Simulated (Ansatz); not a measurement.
## C2H6NSi, SMILES C=C[N][SiH3]: a geometry optimisation, step by step

Program: Ansatz's Python interface.

At the Python prompt:
```pycon
>>> import itertools
>>> import ansatz as az
>>> from ase.data import atomic_numbers, covalent_radii
>>> import numpy as np
>>> import pandas as pd
>>> geometry_ang = [
...     ("C", (-0.4698, 2.0189, -0.1088)),
...     ("C", (-0.2014, 0.7798, 0.1204)),
...     ("N", (-0.0162, -0.1902, -0.8039)),
...     ("Si", (0.4952, -1.7592, -0.1391)),
...     ("H", (-0.629, 2.4042, -1.1592)),
...     ("H", (-0.6689, 2.7827, 0.6869)),
...     ("H", (-0.0914, 0.5789, 1.199)),
...     ("H", (0.6658, -2.716, -1.2558)),
...     ("H", (-0.6753, -2.2555, 0.7728)),
...     ("H", (1.674, -1.6949, 0.6907)),
... ]
>>> geometry = az.Crystal.molecule()
>>> for symbol, xyz in geometry_ang:
...     geometry = geometry.atom(symbol, xyz)
...
>>> base = (
...     geometry.calculation()
...     .basis(gaussian="6-31G*")
...     .functional("b3lyp")
...     .spin("collinear", total=1)
... )
>>> symbols = [site.symbol for site in geometry.cartesian_sites]
>>> start = np.array([site.position_ang for site in geometry.cartesian_sites], dtype=float)
>>> def progress(event):
...     if event["event"] == "relax_step":
...         row = event["data"]
...         print(f"step {row['step']:3d}  E = {row['lagrangian_ev']:.6f} eV  largest force component {row['allowed_force_max_ev_ang']:.4f} eV/A")
...
>>> rep = base.relax(force_tolerance=0.01).session().plan().execute(on_event=progress).report
step   1  E = -11537.358281 eV  largest force component 6.5118 eV/A
step   2  E = -11537.756604 eV  largest force component 2.0855 eV/A
step   3  E = -11537.824059 eV  largest force component 0.5457 eV/A
step   4  E = -11537.860719 eV  largest force component 0.4435 eV/A
step   5  E = -11537.884900 eV  largest force component 0.2052 eV/A
step   6  E = -11537.874236 eV  largest force component 0.6779 eV/A
step   7  E = -11537.899740 eV  largest force component 0.1247 eV/A
step   8  E = -11537.910883 eV  largest force component 0.1617 eV/A
step   9  E = -11537.912944 eV  largest force component 0.3375 eV/A
step  10  E = -11537.927537 eV  largest force component 0.0894 eV/A
step  11  E = -11537.927197 eV  largest force component 0.1883 eV/A
step  12  E = -11537.928625 eV  largest force component 0.0245 eV/A
step  13  E = -11537.928795 eV  largest force component 0.0062 eV/A
>>> end = np.array(rep["positions_ang"])
>>> for key in ("converged", "free_energy_ev", "reference_energy_ev", "n_frozen", "n_occupied", "n_virtual"):
...     print(f"{key:22s} {rep[key]}")
...
converged              True
free_energy_ev         -11537.929030745188
reference_energy_ev    -11537.929030745188
n_frozen               0
n_occupied             [20, 19]
n_virtual              [56, 57]
>>> # pairs closer than 1.2 times the sum of covalent radii, before or after
>>> radius = [covalent_radii[atomic_numbers[s]] for s in symbols]
>>> span = lambda where, i, j: np.linalg.norm(where[i] - where[j])
>>> bonded = [(i, j) for i, j in itertools.combinations(range(len(symbols)), 2) if min(span(start, i, j), span(end, i, j)) < 1.2 * (radius[i] + radius[j])]
>>> print("pair        before    after (A)")
pair        before    after (A)
>>> for i, j in bonded:
...     print(f"{symbols[i]}{i}-{symbols[j]}{j}".ljust(10), f"{span(start, i, j):8.4f} {span(end, i, j):8.4f}")
...
C0-C1        1.2884   1.4036
C0-H4        1.1301   1.0853
C0-H5        1.1208   1.0855
C1-N2        1.3526   1.3113
C1-H6        1.1027   1.1025
N2-Si3       1.7791   1.7479
Si3-H7       1.4804   1.4866
Si3-H8       1.5646   1.4867
Si3-H9       1.4430   1.4975
>>> for first, second in list(itertools.combinations(bonded, 2)):
...     shared = set(first) & set(second)
...     if shared and symbols[(j := shared.pop())] != "H":
...         i, k = sorted((set(first) | set(second)) - {j})
...         u, v = end[i] - end[j], end[k] - end[j]
...         angle = np.degrees(np.arccos(np.clip(u @ v / np.linalg.norm(u) / np.linalg.norm(v), -1, 1)))
...         print(f"final angle {symbols[i]}{i}-{symbols[j]}{j}-{symbols[k]}{k}: {angle:.2f} deg")
...
final angle C1-C0-H4: 119.75 deg
final angle C1-C0-H5: 121.26 deg
final angle C0-C1-N2: 121.60 deg
final angle C0-C1-H6: 116.46 deg
final angle H4-C0-H5: 118.99 deg
final angle N2-C1-H6: 121.94 deg
final angle C1-N2-Si3: 124.13 deg
final angle N2-Si3-H7: 108.48 deg
final angle N2-Si3-H8: 108.47 deg
final angle N2-Si3-H9: 113.53 deg
final angle H7-Si3-H8: 108.52 deg
final angle H7-Si3-H9: 108.91 deg
final angle H8-Si3-H9: 108.82 deg
>>> charges = rep["charge_distribution"]
>>> table = pd.DataFrame({"atom": symbols, "mulliken": charges["mulliken_charges_e"], "lowdin": charges["lowdin_charges_e"]})
>>> table.round(3)
  atom  mulliken  lowdin
0    C    -0.284  -0.164
1    C     0.084  -0.144
2    N    -0.457  -0.161
3   Si     0.445   0.317
4    H     0.174   0.138
5    H     0.158   0.126
6    H     0.123   0.122
7    H    -0.071  -0.072
8    H    -0.071  -0.072
9    H    -0.101  -0.090
>>> print("dipole (e A):", np.round(charges["dipole_moment_e_ang"], 4) + 0.0)
dipole (e A): [0.0877 0.2919 0.1994]
```

What to keep in mind:
- Total energies depend on the basis set; only differences at equal settings carry meaning.
- The end point is the stationary point reached from this start; no frequency run checks that it is a minimum, and the basis set is modest.
- The species is open-shell (spin multiplicity 2).
- The Löwdin charges here are taken after orthogonalising the functions within each atom; they differ from plain Löwdin charges, and their signs can be unphysical.
- b3lyp holds the VWN-RPA fit, as in Gaussian; the form of ORCA and Turbomole is b3lyp5.
- The whole script took 41 s on 1 thread of Intel(R) Xeon(R) 6975P-C (Granite Rapids) (shared host), peak memory 0.32 GiB.

(Lines on the test bed's own set-up are left out of the output.)
